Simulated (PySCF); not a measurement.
# FGeH₃P radical: a look at the electrons

For FGeH₃P radical, the scripts below see where an electron leaves and enters and analyse its density (charges, bond critical points, surface potential).

Program: PySCF 2.14.0. Level of theory: levels as typed in each script, gas phase, geometry from GFN2-xTB. These are calculated values, not measurements.

## (1) The system as given

SMILES `[F][GeH2][PH]`, 6 atoms, charge 0, spin multiplicity 2.

Bond lengths: F1–Ge2 1.775 Å, Ge2–P3 2.293 Å, Ge2–H4 1.513 Å, Ge2–H5 1.518 Å, P3–H6 1.396 Å. Angles: F1–Ge2–P3 107.2°, F1–Ge2–H4 100.2°, F1–Ge2–H5 99.0°, P3–Ge2–H4 117.7°, P3–Ge2–H5 120.3°, H4–Ge2–H5 108.6°, Ge2–P3–H6 89.9°.

As a file:

```xyz
6
charge 0, multiplicity 2
F     1.3555    1.1419    0.0646
Ge    0.4394   -0.3764   -0.0181
P    -1.7862    0.1693    0.0573
H     1.0263   -1.1071    1.1702
H     1.0438   -0.9509   -1.2867
H    -1.5377    1.2850   -0.7439
```

## (2) Removing and adding an electron (CAM-B3LYP/def2-svp)

Input file input.py:

```python
import numpy as np
from pyscf import gto, scf, dft
from pyscf.scf import atom_ks, atom_hf
from scipy.linalg import block_diag

def solve(mol, dm0=None, hcore=None):
    mf = (dft.UKS if mol.spin else dft.RKS)(mol, xc='camb3lyp')
    mf.grids.level = 3
    mf = mf.density_fit(auxbasis='def2-universal-jkfit')
    mf.conv_tol, mf.max_cycle = 1e-8, 80
    if hcore is not None:
        mf.get_hcore = lambda *args: hcore
    mf.kernel(dm0)
    if not mf.converged:
        mf = mf.newton().run(mf.mo_coeff, mf.mo_occ, max_cycle=30)
    assert mf.converged, 'SCF not converged'
    return mf

mol = gto.M(atom='''
F      1.35552     1.14194     0.06460
Ge     0.43941    -0.37635    -0.01814
P     -1.78620     0.16925     0.05729
H      1.02628    -1.10707     1.17018
H      1.04382    -0.95092    -1.28667
H     -1.53770     1.28503    -0.74386
''', basis='def2-svp', charge=0, spin=1, verbose=4)
mf = solve(mol)
out = dict(e0=mf.e_tot, dm0=mf.make_rdm1(), c=mf.mo_coeff, occ=mf.mo_occ, eps=mf.mo_energy)
for name, dq, spin in [('cation', 1, 0), ('anion', -1, 0)]:
    ion = mol.copy().set(charge=mol.charge + dq, spin=spin).build()
    mi = solve(ion)
    if spin and dq > 0 and mol.nao < 130:
        c, _, stable, _ = mi.stability(return_status=True)
        if not stable:
            mi = solve(ion, mi.make_rdm1(c, mi.mo_occ))
    print(name, 'vertical energy change / eV', (mi.e_tot - mf.e_tot) * 27.211386)
    out.update({'e_' + name: mi.e_tot, 'dm_' + name: mi.make_rdm1(), 's2_' + name: mi.spin_square()[0], 'eps_' + name: mi.mo_energy, 'occ_' + name: mi.mo_occ})
# spherically averaged free atoms, for the promolecule
atm = atom_ks.get_atm_nrks(mol, xc='camb3lyp')
pro = block_diag(*[(atm[a[0]][2] * atm[a[0]][3]) @ atm[a[0]][2].T for a in mol._atom])
np.savez('result.npz', pro=pro, **out)
```

On the command line:

```bash
$ OMP_NUM_THREADS=1 python input.py
```

## (4) Density, bond paths and surface potential (B3LYP/def2-svpd)

Input file input.py:

```python
import numpy as np
from pyscf import gto, scf, dft
from pyscf.scf import atom_ks, atom_hf
from scipy.linalg import block_diag

def solve(mol, dm0=None, hcore=None):
    mf = (dft.UKS if mol.spin else dft.RKS)(mol, xc='b3lyp')
    mf.grids.level = 3
    mf = mf.density_fit(auxbasis='def2-universal-jkfit')
    mf.conv_tol, mf.max_cycle = 1e-8, 80
    if hcore is not None:
        mf.get_hcore = lambda *args: hcore
    mf.kernel(dm0)
    if not mf.converged:
        mf = mf.newton().run(mf.mo_coeff, mf.mo_occ, max_cycle=30)
    assert mf.converged, 'SCF not converged'
    return mf

mol = gto.M(atom='''
F      1.35552     1.14194     0.06460
Ge     0.43941    -0.37635    -0.01814
P     -1.78620     0.16925     0.05729
H      1.02628    -1.10707     1.17018
H      1.04382    -0.95092    -1.28667
H     -1.53770     1.28503    -0.74386
''', basis='def2-svpd', charge=0, spin=1, verbose=4)
mf = solve(mol)
mf.analyze()
# spherically averaged free atoms, for the promolecule
atm = atom_ks.get_atm_nrks(mol, xc='b3lyp')
pro = block_diag(*[(atm[a[0]][2] * atm[a[0]][3]) @ atm[a[0]][2].T for a in mol._atom])
np.savez('result.npz', e=mf.e_tot, c=mf.mo_coeff, occ=mf.mo_occ, eps=mf.mo_energy, pro=pro, dip=mf.dip_moment(verbose=0), s2=mf.spin_square()[0])
```

(Steps that only read results are left out.)

**Question.** What will these runs give? Wanted: vertical ionisation energy; vertical electron affinity; dipole moment; HOMO, LUMO.

As calculated:

| quantity | value |
| --- | --- |
| vertical ionisation energy (CAM-B3LYP/def2-svp) | 9.99 eV |
| vertical electron affinity (CAM-B3LYP/def2-svp) | 1.64 eV |
| dipole moment (B3LYP/def2-svpd) | 2.30 D |
| HOMO, LUMO (B3LYP/def2-svpd) | -7.40, -4.22 eV |

The ionisation energy from two SCF runs, 9.99 eV, lies 1.1 eV above −ε(HOMO) = 8.86 eV of the same level, CAM-B3LYP/def2-svp, since self-interaction lifts this functional's HOMO. At B3LYP/def2-svpd: The highest Hirshfeld charge is on Ge2 (+0.37 e), the lowest on F1 (−0.29 e). All values hold at the given geometry, in the gas phase.
